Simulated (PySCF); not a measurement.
# Tc: dipole response in aug-cc-pVTZ-DK

How polarisable is Tc at the levels listed below?

Program: PySCF 2.14.0. Level of theory: unrestricted determinants in a Gaussian basis, no spin-orbit coupling in the energies. These are calculated values, not measurements, unless marked.

## 1. What is computed

```
Element     : technetium (Z = 43)
Basis       : aug-cc-pVTZ-DK (9s8p6d3f2g, 102 functions)
Hamiltonian : scalar relativity by spin-free X2C-1e
State 1     : Tc: [Kr] 4d5 5s2, high-spin 6S determinant
Methods     : PBE0
```

The outer shells:

Tc [Kr] 4d5 5s2
```
[Kr] core
4d [↑ ][↑ ][↑ ][↑ ][↑ ]
5s [↑↓]
```

The runs were made by one driver on top of PySCF. The scripts below sum up each run's settings (the driver also hands on starting orbitals that pick excited configurations, and frozen orbitals as a list rather than a count), and the logs come from the driver's own runs. The driver starts from symmetry-adapted Hartree-Fock orbitals, holds the occupation by maximum overlap and uses a logarithmic radial grid for functionals, so a plain start would take other cycles.

The integrals over 102 functions and the set-up took 5.2 s of CPU time.

## 2. Tc, at PBE0

Level: PBE0.

Input file input.py:

```python
from pyscf import gto, scf, dft, mp, cc
import basis_set_exchange as bse
mol = gto.M(atom="Tc 0 0 0", charge=0, spin=5, symmetry="D2h",
            basis=gto.basis.parse(bse.get_basis("aug-cc-pVTZ-DK", elements=["Tc"], fmt="nwchem")),
            nucmod="G")
mf = dft.UKS(mol, xc="PBE0").sfx2c1e()
mf.irrep_nelec = {'Ag': (9, 7), 'B1g': (2, 1), 'B2g': (2, 1), 'B3g': (2, 1), 'B1u': (3, 3), 'B2u': (3, 3), 'B3u': (3, 3)}
mf.kernel()
```

The log of the run:

```text
damping factor = 0
level_shift factor = 0
DIIS = <class 'pyscf.scf.diis.CDIIS'>
diis_start_cycle = 1
diis_space = 10
diis_damp = 0
SCF conv_tol = 1e-09
SCF conv_tol_grad = None
number electrons alpha = 24  beta = 19
XC functionals = PBE0
    C. Adamo and V. Barone.,  J. Chem. Phys. 110, 6158 (1999)
    M. Ernzerhof and G. E. Scuseria.,  J. Chem. Phys. 110, 5029 (1999)
cycle= 1 E= -4284.84178383425  delta_E= -0.00976  |g|= 0.0277  |ddm|= 0.463
cycle= 2 E= -4284.84206568181  delta_E= -0.000282  |g|= 0.00726  |ddm|= 0.0636
cycle= 3 E= -4284.84208317414  delta_E= -1.75e-05  |g|= 0.00426  |ddm|= 0.013
cycle= 4 E= -4284.84208861889  delta_E= -5.44e-06  |g|= 0.00102  |ddm|= 0.00512
cycle= 5 E= -4284.84208910058  delta_E= -4.82e-07  |g|= 2.81e-05  |ddm|= 0.00263
cycle= 6 E= -4284.84208910218  delta_E= -1.61e-09  |g|= 7.57e-06  |ddm|= 0.000171
cycle= 7 E= -4284.84208910223  delta_E= -5e-11  |g|= 2.39e-07  |ddm|= 2.62e-05
converged SCF energy = -4284.84208910223  <S^2> = 8.7661994  2S+1 = 6.0053974
```

CPU time 28 s on a shared host, the integrals not counted.

Orbital energies by shell (radii are means over both spins):

```tsv
shell	electrons	mean orbital energy (eV)	spread (eV)	rms radius (bohr)
1s β	1	-20915.7	0	0.0394
1s α	1	-20915.7	0	0.0394
2s α	1	-3004.8	0	0.162
2s β	1	-3004.1	0	0.162
2p α	3	-2688.7	0	0.144
2p β	3	-2688.1	0	0.144
3s α	1	-531.93	0	0.443
3s β	1	-531.54	0	0.443
3p α	3	-427.27	0	0.448
3p β	3	-426.81	0	0.448
3d α	5	-257.71	0	0.437
3d β	5	-256.89	0	0.437
4s α	1	-79.282	0	1.13
4s β	1	-75.232	0	1.13
4p α	3	-50.248	0	1.26
4p β	3	-45.464	0	1.26
4d α	5	-9.518	0	1.85
5s α	1	-6.190	0	3.64
5s β	1	-4.832	0	3.64
```

⟨S²⟩ = 8.766, ⟨L²⟩ = 0.00.

The driver then solved the coupled dipole response at imaginary frequencies: mean α = 91.52 bohr³, C₆ = 1052 au for a like pair.

Radial density 4πr²ρ of Tc at PBE0, without picture-change correction:

```tsv
r (bohr)	density	spin density
0.000767	0.858	0.000
0.00129	2.02	0.000
0.00217	4.61	0.000
0.00365	10.1	0.000
0.00614	20.4	0.000
0.0103	36.2	0.000
0.0174	51.6	0.000
0.0292	53.0	-0.001
0.0491	45.9	0.000
0.0826	61.8	0.045
0.139	59.9	0.299
0.234	43.6	0.708
0.393	47.8	0.265
0.661	14.4	0.509
1.11	12.2	3.170
1.87	4.02	2.294
3.15	1.09	0.403
5.29	0.176	-0.019
8.91	0.00421	-0.002
```

## 3. The response side by side

Tc, in atomic units:

```tsv
method	mean α	C₆ (like pair)	S(−4)
PBE0	91.52	1052	5160
```

Reference α: 79 ± 10 bohr³ (recommended; Schwerdtfeger and Nagle, table of static dipole polarizabilities (2023 update)). Published C₆: 939.0 (Gould and Bucko (2016)).

α(iu) at PBE0:

```tsv
u (hartree)	α(iu) (bohr³)
0	91.52
0.0500	80.95
0.100	62.80
0.200	37.11
0.300	24.27
0.500	13.41
0.750	8.235
1.00	5.766
1.50	3.393
2.00	2.259
3.00	1.208
5.00	0.5066
```

## 4. Results

| quantity | value |
| --- | --- |
| α of Tc | 91.52 (PBE0) bohr³; reference 79.00 |

For Tc PBE0 differs from the reference by +16 %. All values hold for this basis alone; no basis-set limit was taken.
